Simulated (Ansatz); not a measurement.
# ScTaN (P-3m1) in Ansatz: settings compared, part 2 of 2

Ansatz 0.2.0. The steps go on from the part before.

### Step 3. Relaxation of cell and atoms, PBEsol+D4

Input file input.yaml:

```yaml
crystal:
  lattice:
    - [3.0850655424, 0.0, 0.0]
    - [-1.5425327712, 2.6717451321, 0.0]
    - [0.0, 0.0, 10.340136]
  atoms:
    - { symbol: Ta, position: [0.3333333333, 0.6666666667, 0.245631] }
    - { symbol: Ta, position: [0.6666666667, 0.3333333333, 0.754369] }
    - { symbol: Sc, position: [0.0, 0.0, 0.0] }
    - { symbol: Sc, position: [0.0, 0.0, 0.5] }
    - { symbol: "N", position: [0.3333333333, 0.6666666667, 0.629841] }
    - { symbol: "N", position: [0.6666666667, 0.3333333333, 0.370159] }
hamiltonian:
  xc: pbesol
  pseudopotentials: { kind: paw }
  dispersion: d4
kpoints:
  mp_grid: { grid: [10, 10, 3] }
scf:
  occupations: { method: fermi_dirac, width: 0.05 }
output:
  forces: true
  stress: true
  eigenvalues: true
relax:
  f_tol: 0.01
  max_steps: 40
  cell: { stress_tol: 0.05 }
```

Potentials or basis: Ansatz PAW.

Command:

```bash
$ ansatz run input.yaml --threads 2 --pin off --max-ram 5632MiB --backend cpu --events-out ev --progress --plain --runs-dir out
```

The log of the run:

```text
Warning: RAYON_NUM_THREADS=2 ignored (pool sized by the plan → 2); use --threads N
Engine: ansatz 0.2.0, x86_64-unknown-linux-gnu
Pseudopotentials: kind: paw
Pseudopotential: Ta, paw, valence charge 13, recommended cutoff 420 eV (normal), Ta.paw.azcp
Pseudopotential: Sc, paw, valence charge 11, recommended cutoff 420 eV (normal), Sc.paw.azcp
Pseudopotential: N, paw, valence charge 5, recommended cutoff 420 eV (normal), N.paw.azcp
Functional definition: PBEsol
  exchange = pbesol_x
  correlation = pbesol_c
Crystal: 6 atoms, lattice volume = 85.229 Å³
Basis set: ecut = 420 eV, 1631 PW (Γ), exchange–correlation on 48×48×144 points (8 copies of the dense FFT grid, shifted against one another)
Bands: 35, of which v1, the nominal top of the filled ones, is band 29 counted from 1 (28 counted from 0)
Symmetry: 12 space group operations
Space group: P-3m1 (ITA 164), of the structure as read, at distance tolerance 4.4e-5 Å
k-points: 36 of 300
Non-local potential: Ta, projectors of the file, l = 0: 3, l = 1: 2, l = 2: 2, l = 3: 1
Non-local potential: Sc, projectors of the file, l = 0: 3, l = 1: 2, l = 2: 3, l = 3: 1
Non-local potential: N, projectors of the file, l = 0: 2, l = 1: 2, l = 2: 1
PAW form: soft (Blöchl's): semilocal exchange-correlation on the pseudo side does not see the compensation charge
PAW frozen core: Ta, regenerated for the run's functional, and the local potential with it (the file was generated under x = pbe(κ = 0.804, μ = 0.2195149727645171), c = pbe(β = 0.06672455060314922))
PAW frozen core: Sc, regenerated for the run's functional, and the local potential with it (the file was generated under x = pbe(κ = 0.804, μ = 0.2195149727645171), c = pbe(β = 0.06672455060314922))
PAW frozen core: N, regenerated for the run's functional, and the local potential with it (the file was generated under x = pbe(κ = 0.804, μ = 0.2195149727645171), c = pbe(β = 0.06672455060314922))
PAW one-centre angular grid: Ta, 590 points (default); XC on 64 Gauss nodes
PAW one-centre angular grid: Sc, 590 points (default); XC on 64 Gauss nodes
PAW one-centre angular grid: N, 110 points (default); XC on 64 Gauss nodes
Initial density: superposition of atomic densities (neutral atoms: chi_scale 0, normalization atom), corrected by the library's trained network
Initial wavefunctions: pseudopotential atomic-orbital guess
Functional: x = pbesol(κ = 0.804, μ = 0.12345679012345678), c = pbesol(β = 0.046)
SCF iter   1: F=—  HF=-24600.680724 eV  |F-HF|=—  |Δ(HF+E_count)|=         —  Δρ=1.22e-2  dr2=6.28e-1  ethr=1.77e-3  ⟨swp⟩=5.1  Hψ=5097  notcnv=0
preconditioner: auto → Kerker (q_TF=auto, 2.559 Å⁻¹)  [metal: Δε(μ)=0.052 eV  Ē_g=6.916 eV  σ=0.050 eV  W_gap=0.25  n_scr=26 (ndim 8)  ℏωp=20.5 eV  f_vac=0.000  D(μ)=3.25/eV (n_scr^D=26)]
SCF iter   2: F=—  HF=-24600.638779 eV  |F-HF|=—  |Δ(HF+E_count)|=   4.19e-2  Δρ=4.60e-3  dr2=1.57e-1  ethr=1.08e-3  ⟨swp⟩=2.1  Hψ=1644  notcnv=0  defer=3
SCF iter   3: F=—  HF=-24600.628534 eV  |F-HF|=—  |Δ(HF+E_count)|=   1.02e-2  Δρ=2.36e-3  dr2=2.82e-2  ethr=2.70e-4  ⟨swp⟩=2.2  Hψ=1483  notcnv=0  defer=3
[... 100 lines left out ...]
preconditioner: auto → Kerker (q_TF=auto, 2.578 Å⁻¹)  [metal: Δε(μ)=0.085 eV  Ē_g=7.214 eV  σ=0.050 eV  W_gap=0.39  n_scr=26 (ndim 8)  ℏωp=21.0 eV  f_vac=0.000  D(μ)=2.90/eV (n_scr^D=26)]
SCF iter   2: F=—  HF=-24600.729329 eV  |F-HF|=—  |Δ(HF+E_count)|=   5.35e-5  Δρ=1.51e-6  dr2=1.22e-9  ethr=5.39e-12  ⟨swp⟩=3.1  Hψ=2770  notcnv=0
SCF iter   3: F=—  HF=-24600.729329 eV  |F-HF|=—  |Δ(HF+E_count)|=  1.38e-10  Δρ=5.87e-7  dr2=3.13e-10  ethr=2.10e-12  ⟨swp⟩=2.4  Hψ=1553  notcnv=0
SCF iter   4: F=—  HF=-24600.729329 eV  |F-HF|=—  |Δ(HF+E_count)|=  1.09e-11  Δρ=1.79e-7  dr2=9.11e-11  ethr=1.00e-12  ⟨swp⟩=1.0  Hψ=1260  notcnv=0
SCF iter   5: F=-24600.729329 eV  HF=-24600.729329 eV  |F-HF|=7.28e-12  |Δ(HF+E_count)|=  1.82e-11  Δρ=1.16e-7  dr2=1.77e-11  ethr=1.00e-12  ⟨swp⟩=5.1  Hψ=4180  notcnv=0
SCF 9 converged in 5 iterations: F = -24600.729329 eV  dr2 = 1.77e-11
relax step   9: F+E_penalty+E_count = -24600.72932857 eV  Δ(F+E_penalty+E_count) = +6.728e-5 eV  max|allowed force component| = 1.382e-5 eV/Å  Δτ_max = 0.0000 Å  P = -0.003 GPa  Ω = 81.528 Å³  stress off target by 4.72e-3 GPa  SCF on the basis re-selected at this cell (its energy is not comparable with the rows above)  (5 SCF iters)
basis re-selected at this cell: Δ(F+E_penalty+E_count) = +6.728e-5 eV, ΔP = -0.001 GPa vs the last step (what re-selecting the basis moved, of the pressure what is left beyond the Pulay correction that the steps carried, after the strain that the cell walked since its last selection, with what the two solves' SCF thresholds leave and, on support functions, any second-order correction that the steps lacked; it is no measure of the basis error at this ecutwfc). This SCF's stress stands 4.72e-3 GPa from its target on what of the cell is left free (relax.cell.stress_tol is 5.00e-2 GPa) and its largest allowed force component is 1.38e-5 eV/Å (relax.f_tol is 1.00e-2 eV/Å): within both
SCF converged after 5 iterations
Free energy (F): -24600.729329 eV
Harris-Foulkes:  -24600.729329 eV  (|F-HF|=7.28e-12)
Internal energy: -24600.704766 eV  (E = F + TS)
E sigma→0 (E₀):  -24600.717047 eV
Entropy (-TS):   -0.024563 eV (-4.094 meV/atom)
Fermi energy:    16.127846 eV
--- Per-component energies (eV) ---
  E_band       = -411.785116
  E_kinetic    = 1525.724705
  E_local      = -3139.149793  (includes V_loc(G=0)·N_el)
  E_nonlocal   = 290.836097
  E_hartree    = 1117.578152
  E_xc         = -765.011038
  E_vxc        = -823.869021  (∫ρ·V_xc dr)
  E_paw        = -18653.931811  (= ΣΔE_a)
  E_vpaw       = -500.484020  (= ΣTr[D̂ρ^β])
  E_aug_tail   = 0.000552  (compensation charges beyond the density's cutoff)
  E_ewald      = -4976.337704
  E_disp       = -1.155467  (pairwise vdW)
  E_core_change = 0.741541  (= ΣΔE_core)
  E_smearing   = -0.024563  (= −TS)
  E_closure    = 0.000000  (closes the sum)
  Σ components = -24600.729329   (vs F -24600.729329, Δ=0.00e0)
--- Forces (eV/Å), atoms counted from 1 ---
  atom   1  Ta    -0.00000000     0.00000000    -0.00001382
  atom   2  Ta     0.00000000    -0.00000000     0.00001382
  atom   3  Sc     0.00000000     0.00000000     0.00000000
  atom   4  Sc     0.00000000    -0.00000000     0.00000000
  atom   5  N     -0.00000000    -0.00000000     0.00000678
  atom   6  N     -0.00000000     0.00000000    -0.00000678
  max |Σ_I F_I| component: 1.01e-17 eV/Å
--- Stress (GPa, compression-positive) ---
       -0.002019      -0.000000       0.000000
       -0.000000      -0.002019      -0.000000
        0.000000      -0.000000      -0.004723
  P = ⅓ Tr σ = -0.0029 GPa (-0.029 kbar)
--- Band table (eV; the first three rows and the last of 36) ---
  k-point 0: bands = ["-51.7978", "-51.7977", "-32.6990", "-32.3336", "-18.4575", "-18.4394", "-17.9994", "-17.9994", "-17.9993", "-17.9993", "-11.6984", "-11.1638", "-11.1638", "-11.0343", "-10.8037", "-10.8037", "-0.0279", "0.9343", "8.5364", "10.1813", "11.5249", "11.5249", "11.6640", "12.3788", "12.3788", "14.8162", "14.8604", "16.6967", "16.6967", "16.8960", "16.9413", "17.5789", "17.5789", "17.9195", "17.9195"]
  k-point 1: bands = ["-51.7978", "-51.7977", "-32.6990", "-32.3336", "-18.4531", "-18.4438", "-17.9994", "-17.9994", "-17.9993", "-17.9993", "-11.6977", "-11.1638", "-11.1638", "-11.0351", "-10.8037", "-10.8037", "-0.0231", "0.9279", "8.6050", "9.9724", "11.5284", "11.5284", "11.9206", "12.3720", "12.3720", "14.2459", "15.5439", "16.2782", "16.7544", "16.7544", "17.3807", "17.3807", "17.4121", "18.2239", "18.2239"]
  k-point 2: bands = ["-51.7932", "-51.7932", "-32.6883", "-32.3243", "-18.4445", "-18.4283", "-18.0706", "-18.0700", "-18.0154", "-18.0152", "-11.6783", "-11.2443", "-11.1796", "-11.0251", "-10.8643", "-10.8172", "0.1091", "0.9621", "8.8069", "10.2070", "11.3385", "11.5253", "11.5645", "12.3488", "12.3514", "14.7407", "14.9802", "15.8264", "16.7548", "16.9168", "17.0830", "17.2333", "17.4119", "18.2093", "18.3866"]
  k-point 35: bands = ["-51.7449", "-51.7449", "-32.5730", "-32.2248", "-18.5645", "-18.5634", "-18.4187", "-18.4174", "-18.2964", "-18.2960", "-11.7763", "-11.6215", "-11.4629", "-11.2810", "-11.1642", "-10.9280", "1.2187", "1.3269", "9.6472", "10.3404", "10.5009", "10.6883", "11.2304", "11.3211", "14.4758", "14.6023", "14.7364", "15.1594", "15.7815", "16.0635", "17.9450", "18.2843", "18.5762", "18.9145", "19.2790"]
--- Relaxed structure (7 steps of the walk, 6 accepted, 2 SCFs on fresh bases) ---
  F+E_penalty+E_count = -24600.72932857 eV   max|allowed force component| = 1.382e-5 eV/Å   (the final SCF, on the basis selected at the relaxed cell)
  cell:  # Å, volume = 81.5278 Å³
    - [3.042488137477117, -2.8788758247254506e-33, -6.910337038199058e-18]
    - [-1.5212440687385584, 2.6348720177679845, 3.4551685190995284e-18]
    - [-2.316120153631243e-17, -4.22823764922722e-33, 10.169915273382733]
  atoms:
    - { symbol: Ta, position: [0.3333333333333333, 0.6666666666666666, 0.24541949340869257] }
    - { symbol: Ta, position: [0.6666666666666665, 0.3333333333333333, 0.7545805065913075] }
    - { symbol: Sc, position: [-3.3460766539540275e-35, -2.3027182261390214e-35, -4.6564424887333106e-36] }
    - { symbol: Sc, position: [7.703719777548943e-34, 6.107209208455667e-35, 0.5] }
    - { symbol: N, position: [0.3333333333333333, 0.6666666666666666, 0.6297147375570871] }
    - { symbol: N, position: [0.6666666666666665, 0.3333333333333333, 0.37028526244291304] }
```

It took 11 s on 2 threads of AMD EPYC 9R45 (Zen 5), shared host; peak memory 0.52 GiB.

Results:

| Quantity | Value |
| --- | --- |
| Free energy | -24600.7293 eV |
| Relaxed volume | 13.59 Å³/atom |
| Relaxed cell | a = 3.042 Å, b = 3.042 Å, c = 10.170 Å, α = 90.00°, β = 90.00°, γ = 120.00° |
| Space group after relaxing (to 0.05 Å) | P-3m1 (No. 164) |
| Energy gained by relaxing | 17.3 meV/atom |
| Ionic steps | 8 |
| Pressure after relaxing | 0.0 GPa |
| Band gap on the k mesh | none (metal or under the smearing width) |

The path:
```csv
step,energy change (eV),largest force (eV/Å),volume (Å³)
1,0.0000,0.3554,85.23
2,-0.1058,0.0612,82.02
3,-0.1085,0.0070,81.51
4,-0.1086,0.0045,81.56
5,-0.1086,0.0005,81.56
6,-0.1037,0.0006,81.56
7,-0.1038,0.0000,81.53
8,-0.1037,0.0000,81.53
```

Final structure:
```cif
data_structure
_symmetry_space_group_name_H-M 'P 1'
_symmetry_Int_Tables_number 1
_cell_length_a 3.0425
_cell_length_b 3.0425
_cell_length_c 10.1699
_cell_angle_alpha 90.000
_cell_angle_beta 90.000
_cell_angle_gamma 120.000
_cell_volume 81.53
loop_
_atom_site_label
_atom_site_type_symbol
_atom_site_fract_x
_atom_site_fract_y
_atom_site_fract_z
_atom_site_occupancy
Ta1 Ta 0.33333 0.66667 0.24542 1
Ta2 Ta 0.66667 0.33333 0.75458 1
Sc1 Sc 0.00000 0.00000 0.00000 1
Sc2 Sc 0.00000 0.00000 0.50000 1
N1 N 0.33333 0.66667 0.62971 1
N2 N 0.66667 0.33333 0.37029 1
```

Levels at points of the mesh, in eV from the Fermi level:
| k point | band 26 | band 27 | band 28 | band 29 | band 30 | band 31 | band 32 | band 33 |
| --- | --- | --- | --- | --- | --- | --- | --- | --- |
| (0.00, 0.00, 0.00) | -1.31 | -1.27 | 0.57 | 0.57 | 0.77 | 0.81 | 1.45 | 1.45 |
| (0.00, -0.50, 0.00) | -1.83 | -1.24 | -0.89 | -0.37 | 0.39 | 0.61 | 2.07 | 2.47 |

Caveat: the plane-wave basis is chosen anew once the cell has moved, so the energies of steps on either side of that aren't comparable; pairwise dispersion overbinds metals, which lowers pressure and volume; the PAW data sets come from PBE, with cores solved anew for the run's functional, which leaves a small shift of forces and pressure. The run has no spin-orbit coupling, so splittings on Ta are missing.
